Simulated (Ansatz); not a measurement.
**CH₅BO₂Si: one species, many methods**

Aim: compute CH₅BO₂Si with functionals from several rungs and with coupled cluster. The yardstick is the atomisation energy at the CCSD(T) limit.

The runs use Ansatz 0.2.0, Gaussian basis; functionals in def2-TZVPP, the program's frozen cores in correlated methods.

The runs, in order: PBE-D4, r2SCAN-D4, PBE0-D4, B3LYP-D4, ωB97X-V, ωB97M-V, B2PLYP; CCSD(T)/def2-TZVPP; MP2/def2-QZVPP; extrapolation to the limit.

## 1. Structure used throughout

An earlier PBE0-D4 in a triple-zeta def2 set relaxation fixed the geometry.

SMILES `O=C[SiH2]BO`, 10 atoms, charge 0, spin multiplicity 1.

Atoms are counted from 1 here; the program's logs count them from 0.

Bond lengths: O1–C2 1.215 Å, C2–Si3 1.934 Å, C2–H6 1.113 Å, Si3–B4 2.040 Å, Si3–H7 1.491 Å, Si3–H8 1.491 Å, B4–O5 1.340 Å, B4–H9 1.200 Å, O5–H10 0.976 Å. Angles: O1–C2–Si3 120.4°, O1–C2–H6 117.8°, Si3–C2–H6 121.7°, C2–Si3–B4 104.9°, C2–Si3–H7 106.3°, C2–Si3–H8 106.3°, B4–Si3–H7 115.7°, B4–Si3–H8 115.7°, H7–Si3–H8 107.1°, Si3–B4–O5 118.0°, Si3–B4–H9 124.1°, O5–B4–H9 117.9°, B4–O5–H10 112.4°.

As a file:

```mol
CH5BO2Si
  3D, bonds by distance, orders not assigned

 10  9  0  0  0  0  0  0  0  0999 V2000
   -1.1542   -1.0401    1.2291 O   0  0
   -1.4663   -0.0604    0.5820 C   0  0
   -0.1739    0.8077   -0.5646 Si  0  0
    1.5375   -0.2806   -0.3444 B   0  0
    1.5113   -1.3340    0.4835 O   0  0
   -2.5110    0.3126    0.6744 H   0  0
   -0.0997    2.2270   -0.1133 H   0  0
   -0.7648    0.8128   -1.9337 H   0  0
    2.5671   -0.0371   -0.9101 H   0  0
    0.6371   -1.4590    0.9002 H   0  0
  1  2  8  0
  2  3  8  0
  3  4  8  0
  4  5  8  0
  2  6  8  0
  3  7  8  0
  3  8  8  0
  4  9  8  0
  5 10  8  0
M  END
```

## 2. PBE-D4 (GGA)

The input, in.yaml:

```yaml
crystal:
  periodic: [false, false, false]
  atoms:
    - {symbol: O, position_ang: [-1.154233, -1.040116, 1.229117]}
    - {symbol: C, position_ang: [-1.466257, -0.060416, 0.581991]}
    - {symbol: Si, position_ang: [-0.173868, 0.807654, -0.564636]}
    - {symbol: B, position_ang: [1.537482, -0.280598, -0.344405]}
    - {symbol: O, position_ang: [1.511309, -1.334024, 0.483546]}
    - {symbol: H, position_ang: [-2.511042, 0.312603, 0.674404]}
    - {symbol: H, position_ang: [-0.099658, 2.226962, -0.113326]}
    - {symbol: H, position_ang: [-0.764834, 0.812845, -1.933712]}
    - {symbol: H, position_ang: [2.567143, -0.037068, -0.910059]}
    - {symbol: H, position_ang: [0.637058, -1.459041, 0.900180]}
basis:
  gaussian: {orbitals: def2-TZVPP}
hamiltonian: {xc: pbe, dispersion: d4}
output: {forces: true, orbitals: {seedname: orbitals}}
```

On the command line:

```console
$ ansatz run in.yaml --threads 4 --pin off --events-out ev --progress --plain --max-ram 10444MiB
```

After this run come: r2SCAN-D4 (meta-GGA); PBE0-D4 (hybrid); B3LYP-D4 (hybrid); ωB97X-V (range-separated); ωB97M-V (range-separated); B2PLYP (double hybrid); CCSD(T) in def2-TZVPP; MP2 in def2-QZVPP.

Before running them: what should the planned runs give, taken together? Wanted: atomisation energy, CCSD(T)/CBS; farthest; mean size of error, hybrid; mean size of error, range-separated; gap, smallest and largest; T1 diagnostic; triples share of the correlation energy.

As calculated:

| quantity | value |
| --- | --- |
| atomisation energy, CCSD(T)/CBS | 900.4 kcal/mol |
| functionals within 4.5 kcal/mol (0.5 %) | PBE0-D4, B3LYP-D4, ωB97X-V, ωB97M-V |
| farthest | PBE-D4 (+23.0 kcal/mol) |
| mean size of error, hybrid | 1.0 kcal/mol |
| mean size of error, range-separated | 4.4 kcal/mol |
| gap, smallest and largest | 2.74 eV (PBE-D4), 10.02 eV (ωB97X-V) |
| T1 diagnostic | 0.0167 |
| triples share of the correlation energy | 4.0 % |

**Reading.** PBE-D4 is off by +23.0 kcal/mol. Double hybrids carry the basis error of their MP2 part in triple zeta, and no dispersion term here, so their miss is partly the set-up's. The reference freezes the cores and leaves out relativity and excitations past (T), so misses under about 4.5 kcal/mol can't be ranked. Hartree-Fock recovers 72 % of the binding; the rest is correlation. The gap grows from 2.7 to 10.0 eV across the functionals, mostly with the share of exact exchange.
